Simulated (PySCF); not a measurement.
# C2H8BO2Si−: NMR shifts and electronic excitations in gas and solvents

Aim: compute the NMR shifts and electronic excitations of C2H8BO2Si− (`COB([SiH2-])OC`), and see what a dielectric continuum does where one was used.

Computed with PySCF 2.14.0, with density-fitted response routines of our own, on a single molecule, in the gas phase or a continuum. Atoms are numbered from 0 throughout.

## Step 1: Starting geometry

14 atoms, charge -1, multiplicity 1; geometry from: UFF.

Bonds of the start (Å): C0–O1 1.41, O1–B2 1.47, B2–Si3 1.95, B2–O4 1.47, O4–C5 1.41, C0–H6 1.11, C0–H7 1.11, C0–H8 1.11, Si3–H9 1.47, Si3–H10 1.47, C5–H11 1.11, C5–H12 1.11, C5–H13 1.11.

## Step 2: Geometry optimisation at PBE0-D3(BJ)/def2-SVP

Job settings and geometry (Å):

```
{"job": {"xc": "PBE0", "basis": "def2-SVP", "d3": "d3bj", "grid": 1, "kind": "geom"}, "charge": -1, "multiplicity": 1}
C     -2.004334    -0.998436     0.134991
O     -0.914067    -0.785328    -0.729808
B     -0.010053     0.201881    -0.114256
Si    -0.222727     2.095105    -0.508714
O      1.054459    -0.244808     0.801214
C      2.204365    -0.540346     0.044760
H     -2.678651    -1.746314    -0.330543
H     -1.676427    -1.417441     1.114625
H     -2.599794    -0.067948     0.283459
H     -1.562628     2.531862    -0.089595
H      0.796240     2.861440     0.223627
H      2.020164    -1.370331    -0.676330
H      2.592754     0.361624    -0.482627
H      3.000697    -0.880962     0.738002
```

The program printed:

```text
step   0  E = -545.14262538  max force = 0.040830
step   1  E = -545.15376904  max force = 0.024419
step   2  E = -545.16179291  max force = 0.008335
step   3  E = -545.16646251  max force = 0.009791
step   4  E = -545.16973545  max force = 0.009665
step   5  E = -545.17306708  max force = 0.011088
step   6  E = -545.17571332  max force = 0.013346
step   7  E = -545.18077736  max force = 0.008783
step   8  E = -545.18500132  max force = 0.020923
step   9  E = -545.18885145  max force = 0.009262
step  10  E = -545.18983074  max force = 0.002945
step  11  E = -545.18988327  max force = 0.001963
step  12  E = -545.18990686  max force = 0.002555
step  13  E = -545.19002597  max force = 0.000435
step  14  E = -545.19003386  max force = 0.000564
step  15  E = -545.19004574  max force = 0.000412
optimisation converged
```

Wall time 1.9 min (1 thread, shared host).

The steps of the relaxation:

```tsv
step	energy from step 0 (eV)	largest force component (eV/Å)
0	0.0000	2.0996
1	-0.3032	1.2557
2	-0.5216	0.4286
3	-0.6486	0.5035
4	-0.7377	0.4970
5	-0.8284	0.5702
6	-0.9004	0.6863
7	-1.0382	0.4516
8	-1.1531	1.0759
9	-1.2579	0.4763
10	-1.2845	0.1514
11	-1.2860	0.1009
12	-1.2866	0.1314
13	-1.2898	0.0224
14	-1.2901	0.0290
15	-1.2904	0.0212
```

Close pairs (by a distance rule), those that changed most:

```tsv
bond	before (Å)	after (Å)	change (Å)
B2–O4	1.473	1.395	-0.079
B2–Si3	1.946	2.024	+0.078
O1–B2	1.473	1.397	-0.076
Si3–H9	1.470	1.546	+0.075
Si3–H10	1.470	1.538	+0.068
O4–C5	1.408	1.390	-0.018
C0–O1	1.408	1.391	-0.017
C0–H7	1.115	1.105	-0.009
```

The next job starts from the end point, and lists it.

```tsv
at the end point	value
point group (found at 0.08 Å tolerance)	C1
rotational constants (GHz, main isotopes)	3.441, 2.124, 1.349
```

## Step 3: Nuclear shieldings: PBE0/pcSseg-1 in chloroform

Job settings and geometry (Å):

```
{"job": {"kind": "nmr", "xc": "PBE0", "basis": "pcSseg-1", "solvent": "chloroform", "pop": true}, "charge": -1, "multiplicity": 1}
C     -1.796632    -0.807641    -0.071225
O     -0.408529    -0.732247    -0.033614
B      0.210014     0.520755    -0.017605
Si    -0.771088     2.274663    -0.257386
O      1.600209     0.409406    -0.025166
C      2.207965    -0.839720    -0.070281
H     -2.095218    -1.855942    -0.254020
H     -2.256099    -0.471811     0.876503
H     -2.218952    -0.171367    -0.872641
H     -1.827935     2.074900     0.852655
H      0.177310     3.191198     0.534700
H      1.884189    -1.503065     0.753651
H      1.992859    -1.383942    -1.010469
H      3.301907    -0.705185     0.003703
```

Method: GIAO PBE0/pcSseg-1 NMR shielding, non-relativistic, IEF-PCM chloroform.

The program printed:

```text
coarse grid: 12016 points
cycle   1  E = -545.3247287368  dE =  3.863e-01  |g| = 7.678e-01  |ddm| = 3.121e+00
cycle   2  E = -545.2191271351  dE =  1.056e-01  |g| = 1.116e+00  |ddm| = 1.814e+00
cycle   3  E = -545.4449141995  dE = -2.258e-01  |g| = 7.943e-02  |ddm| = 1.029e+00
cycle   4  E = -545.4464618854  dE = -1.548e-03  |g| = 2.624e-02  |ddm| = 1.428e-01
cycle   5  E = -545.4466418922  dE = -1.800e-04  |g| = 4.749e-03  |ddm| = 4.275e-02
cycle   6  E = -545.4466463380  dE = -4.446e-06  |g| = 1.932e-03  |ddm| = 7.352e-03
final grid: 110944 points
cycle   7  E = -545.4993000958  dE = -2.240e-05  |g| = 1.095e-02  |ddm| = 2.135e-02
cycle   8  E = -545.4992835687  dE =  1.653e-05  |g| = 1.478e-02  |ddm| = 1.402e-02
cycle   9  E = -545.4993225856  dE = -3.902e-05  |g| = 1.288e-03  |ddm| = 8.234e-03
cycle  10  E = -545.4993229565  dE = -3.709e-07  |g| = 1.262e-04  |ddm| = 1.303e-03
cycle  11  E = -545.4993229589  dE = -2.378e-09  |g| = 7.711e-05  |ddm| = 1.598e-04
cycle  12  E = -545.4993229599  dE = -1.017e-09  |g| = 2.516e-05  |ddm| = 7.114e-05
cycle  13  E = -545.4993229600  dE = -1.039e-10  |g| = 3.649e-06  |ddm| = 1.822e-05
converged SCF energy = -545.4993229600

GIAO shielding tensors (ppm)
atom      isotropic    diamagn.    paramagn.     s11        s22        s33       span
  0 C      130.405     243.263    -112.858    104.951    106.235    180.029     75.078
  1 O      190.632     400.607    -209.975    -26.947    273.766    325.075    352.023
  2 B       51.791     198.883    -147.092     -6.436     77.739     84.071     90.508
  3 Si     555.409     882.114    -326.705    514.221    563.022    588.985     74.764
  4 O      227.183     394.979    -167.796     99.338    257.845    324.365    225.027
  5 C      135.511     243.361    -107.850    111.045    116.582    178.905     67.860
  6 H       27.764      28.618      -0.854     23.545     26.061     33.686     10.142
  7 H       27.697      29.780      -2.083     24.274     26.291     32.527      8.253
  8 H       27.769      29.439      -1.669     23.758     27.706     31.844      8.086
  9 H       30.218      31.501      -1.283     25.787     30.446     34.420      8.633
 10 H       30.420      31.543      -1.123     26.384     29.223     35.654      9.270
 11 H       27.648      30.049      -2.401     23.587     25.969     33.387      9.799
 12 H       27.903      29.720      -1.817     23.991     25.789     33.930      9.940
 13 H       27.988      27.809       0.179     23.709     26.225     34.030     10.320
```

Wall time 21 s (1 thread, shared host).

Shifts follow as δ = σ(reference) − σ, with reference shieldings (ppm) from runs at the same level and on the same kind of geometry: 1H TMS 31.25, 13C TMS 185.2, 29Si TMS 351.9, 17O H2O 341.0, 11B BF3·OEt2 101.2. The references are single molecules in the same continuum, so shifts against H2O, NH3, PH3, H3PO4 or CFCl3 are not on the usual liquid scales and can be off by tens of ppm. Atoms listed in one row are averaged.

```tsv
atoms	environment	σ (ppm)	δ (ppm)
C0, C5	methyl carbon bonded to O	133.0	52.2
H6, H7, H8, H11, H12, H13	hydrogen on a methyl carbon bonded to O	27.79	3.45
H9, H10	hydrogen on a silicon bonded to B	30.32	0.93
O1, O4	oxygen bonded to C, B	208.9	132.1
B2	boron bonded to 2 O, Si	51.8	49.4
Si3	silicon bonded to B, 2 H	555.4	-203.6
```

The run also stored atomic charges by several schemes (e):

```tsv
atoms	Mulliken	IAO	Hirshfeld	ESP fit
C0, C5	-0.02	-0.19	-0.05	-0.07
O1, O4	-0.54	-0.43	-0.21	-0.34
B2	0.32	0.21	0.07	0.46
Si3	-0.41	-0.42	-0.39	-1.03
```

Mayer bond orders: C0–O1 0.92, O1–B2 1.06, B2–Si3 1.11, B2–O4 1.09, O4–C5 0.91.

## Step 4: Shielding tensors: PBE0/pcSseg-1 in dichloromethane

The job, as its differences from that of step 3:

```diff
@@ -1,2 +1,2 @@
-{"job": {"kind": "nmr", "xc": "PBE0", "basis": "pcSseg-1", "solvent": "chloroform", "pop": true}, "charge": -1, "multiplicity": 1}
+{"job": {"kind": "nmr", "xc": "PBE0", "basis": "pcSseg-1", "solvent": "dichloromethane", "pop": false}, "charge": -1, "multiplicity": 1}
 C     -1.796632    -0.807641    -0.071225
```

With the program's defaults for keys left out, this is: GIAO PBE0/pcSseg-1 NMR shielding, non-relativistic, IEF-PCM dichloromethane.

The program printed:

```text
coarse grid: 12016 points
cycle   1  E = -545.3357746346  dE =  3.753e-01  |g| = 7.654e-01  |ddm| = 3.121e+00
cycle   2  E = -545.2332345716  dE =  1.025e-01  |g| = 1.109e+00  |ddm| = 1.783e+00
cycle   3  E = -545.4549262133  dE = -2.217e-01  |g| = 7.885e-02  |ddm| = 1.004e+00
cycle   4  E = -545.4564576188  dE = -1.531e-03  |g| = 2.593e-02  |ddm| = 1.410e-01
cycle   5  E = -545.4566333980  dE = -1.758e-04  |g| = 5.039e-03  |ddm| = 4.281e-02
cycle   6  E = -545.4566380770  dE = -4.679e-06  |g| = 2.436e-03  |ddm| = 7.147e-03
final grid: 110944 points
cycle   7  E = -545.5092812878  dE = -2.173e-05  |g| = 1.116e-02  |ddm| = 2.149e-02
cycle   8  E = -545.5092627491  dE =  1.854e-05  |g| = 1.535e-02  |ddm| = 1.444e-02
cycle   9  E = -545.5093043103  dE = -4.156e-05  |g| = 1.341e-03  |ddm| = 8.737e-03
cycle  10  E = -545.5093047080  dE = -3.976e-07  |g| = 1.470e-04  |ddm| = 1.295e-03
cycle  11  E = -545.5093047103  dE = -2.358e-09  |g| = 1.045e-04  |ddm| = 1.709e-04
cycle  12  E = -545.5093047123  dE = -1.954e-09  |g| = 2.063e-05  |ddm| = 8.498e-05
cycle  13  E = -545.5093047123  dE = -7.094e-11  |g| = 4.088e-06  |ddm| = 1.878e-05
converged SCF energy = -545.5093047123

GIAO shielding tensors (ppm)
atom      isotropic    diamagn.    paramagn.     s11        s22        s33       span
  0 C      130.313     243.367    -113.055    104.913    106.142    179.884     74.971
  1 O      189.371     400.640    -211.270    -29.549    271.916    325.745    355.293
  2 B       52.133     198.833    -146.700     -4.661     77.101     83.959     88.620
  3 Si     555.860     882.191    -326.331    514.283    563.343    589.954     75.671
  4 O      225.612     395.192    -169.580     96.468    255.626    324.743    228.275
  5 C      135.349     243.453    -108.104    110.515    116.418    179.112     68.597
  6 H       27.665      28.497      -0.832     23.454     25.942     33.598     10.144
  7 H       27.692      29.751      -2.059     24.264     26.257     32.553      8.289
  8 H       27.800      29.453      -1.653     23.782     27.696     31.922      8.140
  9 H       30.227      31.543      -1.316     25.796     30.449     34.435      8.639
 10 H       30.484      31.635      -1.151     26.454     29.299     35.699      9.245
 11 H       27.622      29.988      -2.366     23.576     25.914     33.378      9.802
 12 H       27.872      29.657      -1.785     23.970     25.732     33.915      9.945
 13 H       27.915      27.725       0.189     23.625     26.132     33.986     10.361
```

Wall time 19 s (1 thread, shared host).

This run: δ C0 52.5, O1 134.6, B2 49.1, Si3 -204.0, H6 3.48, H9 0.89 ppm (means over like atoms).

## Step 5: Ultraviolet spectrum: CAM-B3LYP/def2-SVPD

The job, as its differences from that of step 4:

```diff
@@ -1,2 +1,2 @@
-{"job": {"kind": "nmr", "xc": "PBE0", "basis": "pcSseg-1", "solvent": "dichloromethane", "pop": false}, "charge": -1, "multiplicity": 1}
+{"job": {"kind": "uv", "xc": "CAM-B3LYP", "basis": "def2-SVPD", "dynamic": true, "nstates": 6, "ntriplets": 0}, "charge": -1, "multiplicity": 1}
 C     -1.796632    -0.807641    -0.071225
```

With the program's defaults for keys left out, this is: TDDFT CAM-B3LYP/def2-SVPD, vertical, gas phase, core orbitals frozen in the response.

The program printed:

```text
coarse grid: 12016 points
cycle   1  E = -545.2821839694  dE =  4.969e-01  |g| = 7.977e-01  |ddm| = 5.217e+00
cycle   2  E = -545.2180056367  dE =  6.418e-02  |g| = 1.052e+00  |ddm| = 2.983e+00
cycle   3  E = -545.4204724727  dE = -2.025e-01  |g| = 5.688e-02  |ddm| = 1.107e+00
cycle   4  E = -545.4213966081  dE = -9.241e-04  |g| = 1.841e-02  |ddm| = 2.555e-01
cycle   5  E = -545.4215307019  dE = -1.341e-04  |g| = 4.768e-03  |ddm| = 2.773e-01
cycle   6  E = -545.4215387614  dE = -8.060e-06  |g| = 2.321e-03  |ddm| = 7.387e-02
final grid: 110944 points
cycle   7  E = -545.5141296296  dE = -2.776e-05  |g| = 3.784e-03  |ddm| = 7.336e-02
cycle   8  E = -545.5141285306  dE =  1.099e-06  |g| = 4.743e-03  |ddm| = 1.885e-02
cycle   9  E = -545.5141327678  dE = -4.237e-06  |g| = 4.748e-04  |ddm| = 5.041e-03
cycle  10  E = -545.5141328166  dE = -4.880e-08  |g| = 1.761e-04  |ddm| = 3.289e-03
cycle  11  E = -545.5141328276  dE = -1.099e-08  |g| = 2.527e-05  |ddm| = 2.869e-03
cycle  12  E = -545.5141328282  dE = -6.166e-10  |g| = 1.749e-05  |ddm| = 1.134e-03
converged SCF energy = -545.5141328282

Static polarisability (au): isotropic 107.726, principal 91.708 103.196 128.272

Singlet excitations
state   eV       nm        f      main configurations
  1   3.3416    371.0   0.05934   H->L 0.79, H->L+2 0.10, H->L+1 0.09
  2   3.9636    312.8   0.02693   H->L+1 0.78, H->L 0.11
  3   4.1745    297.0   0.07131   H->L+2 0.74
  4   4.5428    272.9   0.26461   H->L+4 0.47, H->L+3 0.29
  5   4.8009    258.3   0.02134   H->L+5 0.29, H->L+4 0.22, H->L+7 0.16
  6   4.8934    253.4   0.03152   H->L+3 0.31, H->L+7 0.25, H->L+5 0.10
```

Wall time 38 s (1 thread, shared host).

Frontier orbitals and where they lie:

```tsv
orbital	eV	atoms
HOMO−3	-5.51	O4 34 %, O1 33 %, C0 8 %
HOMO−2	-4.64	Si3 40 %, H10 26 %, H9 24 %
HOMO−1	-3.90	Si3 34 %, B2 25 %, H9 11 %
HOMO	-1.15	Si3 60 %, B2 16 %, H9 8 %
LUMO	4.27	B2 27 %, C5 20 %, H12 8 %
LUMO+1	4.77	C0 24 %, H6 15 %, C5 12 %
LUMO+2	5.25	B2 27 %, Si3 16 %, H6 10 %
```

With each of the 6 states as a Gaussian band of 0.4 eV half-width at 1/e, the curve within the window shown has maxima at 365 nm (ε 2,600), 274 nm (ε 13,000) L/(mol cm). Beyond the last state computed it falls off for lack of states. The curve at chosen wavelengths:

(nm, ε (L/mol/cm)): (239, 1822), (248, 4711), (256, 8272), (265, 11846), (273, 13239), (282, 12471), (290, 10510), (299, 7987), (307, 6022), (316, 4343), (324, 3341), (333, 2709), (341, 2493), (350, 2484), (358, 2546), (367, 2569), (375, 2488), (384, 2275), (392, 2002), (401, 1649), (409, 1333), (418, 1007), (426, 760), (435, 537), (443, 385), (452, 259)

Ground-state properties from the same run:

```tsv
property	computed
polarisability (Å³)	15.96
HOMO–LUMO gap (eV)	5.42
−ε(HOMO) (eV)	1.15
C6 with itself (au)	3318
```

## Step 6: Ultraviolet spectrum: CAM-B3LYP/def2-SVPD in chloroform

The job, as its differences from that of step 5:

```diff
@@ -1,2 +1,2 @@
-{"job": {"kind": "uv", "xc": "CAM-B3LYP", "basis": "def2-SVPD", "dynamic": true, "nstates": 6, "ntriplets": 0}, "charge": -1, "multiplicity": 1}
+{"job": {"kind": "uv", "xc": "CAM-B3LYP", "basis": "def2-SVPD", "solvent": "chloroform", "nstates": 6, "ntriplets": 0}, "charge": -1, "multiplicity": 1}
 C     -1.796632    -0.807641    -0.071225
```

Method: TDDFT CAM-B3LYP/def2-SVPD, vertical, IEF-PCM chloroform (non-equilibrium linear response), core orbitals frozen in the response.

The program printed:

```text
coarse grid: 12016 points
cycle   1  E = -545.3602250770  dE =  4.193e-01  |g| = 7.818e-01  |ddm| = 5.222e+00
cycle   2  E = -545.3053922841  dE =  5.483e-02  |g| = 1.013e+00  |ddm| = 2.400e+00
cycle   3  E = -545.4896300191  dE = -1.842e-01  |g| = 5.177e-02  |ddm| = 9.643e-01
cycle   4  E = -545.4904749022  dE = -8.449e-04  |g| = 1.653e-02  |ddm| = 1.835e-01
cycle   5  E = -545.4905993428  dE = -1.244e-04  |g| = 4.402e-03  |ddm| = 1.302e-01
cycle   6  E = -545.4906104212  dE = -1.108e-05  |g| = 1.627e-03  |ddm| = 4.210e-02
cycle   7  E = -545.4906125868  dE = -2.166e-06  |g| = 7.447e-04  |ddm| = 2.612e-02
final grid: 110944 points
cycle   8  E = -545.5831616835  dE = -2.855e-05  |g| = 2.913e-03  |ddm| = 6.392e-02
cycle   9  E = -545.5831623378  dE = -6.542e-07  |g| = 2.633e-03  |ddm| = 1.078e-02
cycle  10  E = -545.5831638902  dE = -1.552e-06  |g| = 3.328e-04  |ddm| = 3.414e-03
cycle  11  E = -545.5831639075  dE = -1.731e-08  |g| = 2.392e-04  |ddm| = 1.038e-03
cycle  12  E = -545.5831639197  dE = -1.219e-08  |g| = 2.182e-05  |ddm| = 6.284e-04
cycle  13  E = -545.5831639201  dE = -4.190e-10  |g| = 1.417e-05  |ddm| = 3.139e-04
converged SCF energy = -545.5831639201

Static polarisability (au): isotropic 133.807, principal 117.645 128.237 155.537

Singlet excitations
state   eV       nm        f      main configurations
  1   4.0695    304.7   0.15959   H->L 0.81, H->L+1 0.10
  2   4.6476    266.8   0.39923   H->L+3 0.62, H->L+1 0.18, H->L+2 0.12
  3   4.8214    257.2   0.11616   H->L+2 0.40, H->L+5 0.38
  4   5.0103    247.5   0.01395   H->L+1 0.37, H->L+4 0.28, H->L+3 0.17
  5   5.3077    233.6   0.00612   H->L+5 0.18, H->L+1 0.17, H->L+6 0.16
  6   5.6237    220.5   0.05611   H->L+6 0.26, H->L+2 0.26, H->L+9 0.20
```

Wall time 31 s (1 thread, shared host).

Key values: HOMO -4.76 eV, LUMO 1.79 eV; lowest singlet 4.07 eV.

## Step 7: Ultraviolet spectrum: CAM-B3LYP/def2-SVPD in dichloromethane

The job, as its differences from that of step 6:

```diff
@@ -1,2 +1,2 @@
-{"job": {"kind": "uv", "xc": "CAM-B3LYP", "basis": "def2-SVPD", "solvent": "chloroform", "nstates": 6, "ntriplets": 0}, "charge": -1, "multiplicity": 1}
+{"job": {"kind": "uv", "xc": "CAM-B3LYP", "basis": "def2-SVPD", "solvent": "dichloromethane", "nstates": 6, "ntriplets": 0}, "charge": -1, "multiplicity": 1}
 C     -1.796632    -0.807641    -0.071225
```

Level: TDDFT CAM-B3LYP/def2-SVPD, vertical, IEF-PCM dichloromethane (non-equilibrium linear response), core orbitals frozen in the response.

The program printed:

```text
coarse grid: 12016 points
cycle   1  E = -545.3710161966  dE =  4.085e-01  |g| = 7.795e-01  |ddm| = 5.223e+00
cycle   2  E = -545.3175400597  dE =  5.348e-02  |g| = 1.008e+00  |ddm| = 2.435e+00
cycle   3  E = -545.4993751567  dE = -1.818e-01  |g| = 5.137e-02  |ddm| = 9.648e-01
cycle   4  E = -545.5002339337  dE = -8.588e-04  |g| = 1.650e-02  |ddm| = 1.796e-01
cycle   5  E = -545.5003645300  dE = -1.306e-04  |g| = 4.643e-03  |ddm| = 1.192e-01
cycle   6  E = -545.5003778983  dE = -1.337e-05  |g| = 1.838e-03  |ddm| = 4.032e-02
cycle   7  E = -545.5003807948  dE = -2.897e-06  |g| = 9.296e-04  |ddm| = 2.524e-02
final grid: 110944 points
cycle   8  E = -545.5929224878  dE = -2.868e-05  |g| = 2.981e-03  |ddm| = 6.379e-02
cycle   9  E = -545.5929230899  dE = -6.021e-07  |g| = 2.796e-03  |ddm| = 1.093e-02
cycle  10  E = -545.5929247828  dE = -1.693e-06  |g| = 4.061e-04  |ddm| = 3.487e-03
cycle  11  E = -545.5929248129  dE = -3.011e-08  |g| = 2.331e-04  |ddm| = 1.112e-03
cycle  12  E = -545.5929248268  dE = -1.385e-08  |g| = 2.524e-05  |ddm| = 8.222e-04
cycle  13  E = -545.5929248276  dE = -8.004e-10  |g| = 1.662e-05  |ddm| = 4.174e-04
converged SCF energy = -545.5929248276

Static polarisability (au): isotropic 141.063, principal 125.765 134.904 162.520

Singlet excitations
state   eV       nm        f      main configurations
  1   4.1643    297.7   0.16768   H->L 0.83, H->L+1 0.09
  2   4.6980    263.9   0.39473   H->L+3 0.38, H->L+1 0.32, H->L+2 0.23
  3   4.8824    253.9   0.12946   H->L+5 0.38, H->L+2 0.27, H->L+3 0.17
  4   5.1215    242.1   0.00626   H->L+4 0.31, H->L+1 0.27, H->L+3 0.14
  5   5.4185    228.8   0.01119   H->L+6 0.30, H->L+1 0.15, H->L+2 0.14
  6   5.7551    215.4   0.03520   H->L+5 0.23, H->L+2 0.20, H->L+9 0.17
```

Run time: 31 s. Hardware: 1 thread, shared host.

This run: HOMO -5.26 eV, LUMO 1.45 eV; lowest singlet 4.16 eV.

## Step 8: Run by run: NMR shifts

Shifts (ppm), means over like atoms, with basis size and wall time:

```tsv
run	C0	H6	H9	O1	B2	Si3	functions	time
PBE0/pcSseg-1 in chloroform	52.2	3.45	0.93	132.1	49.4	-203.6	149	21 s
PBE0/pcSseg-1 in dichloromethane	52.5	3.48	0.89	134.6	49.1	-204.0	149	19 s
```

The continuum's effect on the ground state:

```tsv
solvent	ε	polarisation energy (Eh)
chloroform	4.71	-0.0732
dichloromethane	8.93	-0.0841
```

## Step 9: Side by side: electronic excitations

Excitations and ground-state properties, with basis size and wall time:

```tsv
run	lowest singlet (eV)	brightest (eV)	f	gap (eV)	α (Å³)	functions	time
CAM-B3LYP/def2-SVPD	3.34	4.54	0.265	5.42	15.96	194	38 s
CAM-B3LYP/def2-SVPD in chloroform	4.07	4.65	0.399	6.56	19.83	194	31 s
CAM-B3LYP/def2-SVPD in dichloromethane	4.16	4.70	0.395	6.71	20.90	194	31 s
```

The continuum's effect on the ground state:

```tsv
solvent	ε	polarisation energy (Eh)
chloroform	4.71	-0.0716
dichloromethane	8.93	-0.0824
```

## Step 10: Results

| quantity | value |
| --- | --- |
| point group | C1 |
| rotational constants (main isotopes) | 3.44, 2.12, 1.35 GHz |
| 13C shifts against TMS (PBE0/pcSseg-1, chloroform, means over atoms taken as alike) | 52.2 ppm |
| 1H shifts against TMS (PBE0/pcSseg-1, chloroform, means over atoms taken as alike) | 3.45, 0.93 ppm |
| 17O shifts against H2O (PBE0/pcSseg-1, chloroform, means over atoms taken as alike) | 132.1 ppm |
| 11B shifts against BF3·OEt2 (PBE0/pcSseg-1, chloroform) | 49.4 ppm |
| 29Si shifts against TMS (PBE0/pcSseg-1, chloroform) | -203.6 ppm |
| lowest singlet (CAM-B3LYP/def2-SVPD) | 3.34 eV (371 nm), f = 0.059 |
| brightest single state of those computed | state 4, 4.54 eV, f = 0.265 |
| range of the shift of O1 | 132.1 to 134.6 ppm |
| range of the lowest singlet | 3.34 to 4.16 eV |

What this shows: Relaxing lowered the energy by 1.290 eV in 15 steps; the close pair that moved most is B2–O4, from 1.473 to 1.395 Å. H6, H7, H8, H11, H12, H13 (mean) (hydrogen on a methyl carbon bonded to O) lies farthest downfield among hydrogen, at 3.45 ppm; its carbon carries O, an electronegative neighbour. At PBE0/pcSseg-1: The widest tensor belongs to O1, O4: span 289 ppm, with a paramagnetic part of -189 ppm. The first singlet state (HOMO→LUMO 0.79, HOMO→LUMO+2 0.10) lies at 3.34 eV and is bright; of the 6 states computed, the strongest absorption comes from state 4 at 4.54 eV. The lowest singlet lies above −ε(HOMO); no detachment energy was computed, so the anion's states may not be bound. Across the 2 runs the shift of O1 (with its like atoms) moves most, between 132.1 (PBE0/pcSseg-1 in chloroform) and 134.6 ppm (PBE0/pcSseg-1 in dichloromethane). Part of that comes from the computed reference. The continuum holds electrostatics alone: no hydrogen bonds to the solvent, and the gas-phase geometry is kept. The lowest singlet runs from 3.34 eV (CAM-B3LYP/def2-SVPD) to 4.16 eV (CAM-B3LYP/def2-SVPD in dichloromethane), while the orbital gap spans 5.42 to 6.71 eV. The lowest state need not be the same one in every run.
